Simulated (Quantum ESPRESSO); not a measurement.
## BiS: zone-centre phonons under several settings

```
Bi S
1.0
     4.00294    0.00000    0.00000
     0.00000    4.00294    0.00000
     0.00000    0.00000    4.00294
Bi S
1 1
Direct
  0.50000 0.50000 0.50000
  0.00000 0.00000 0.00000
```

The cell was built by a generator and needn't be a form met in nature.

All runs used Quantum ESPRESSO 7.5; k mesh 5 × 5 × 5; given cell, atoms relaxed; no spin polarisation; occupations cold, width 0.2 eV.

```tsv
level	potentials	cutoff (eV)	pressure (GPa)	lowest optical mode without the field (cm⁻¹)
PBE	GBRV 1.5 PBE	612	-10.9	143i
PBE	SPMS 1.0 PBE	803	-10.7	142i
PBE	SG15 PBE 1.2	898	-10.8	141i
PBE	JTH 2.0 PBE	707	-11.1	143i
PBE	SSSP 1.3 efficiency PBE	748	?	?
PBE	PseudoDojo 0.4.1 SR PBE standard	898	-10.8	142i
PBE	PseudoDojo 0.4 SR PBE stringent	1225	-10.8	143i
```

Question: What stands in the row left open?

Answer: Pressure -10.8 GPa; lowest optical mode without the field 143i cm⁻¹.

Values marked i are imaginary: the cell is unstable against those modes at that level, or the meshes are too thin.

Caveats: the mesh is thin for the phonons of a metal; some modes are imaginary; the cell is more than 3 GPa from zero pressure, which shifts response properties.

For the row left open. Caveat: the k mesh is coarse; the mesh is thin for the phonons of a metal; some modes are imaginary; the cell is more than 3 GPa from zero pressure, which shifts response properties.

The runs don't all hold the same shells in valence.
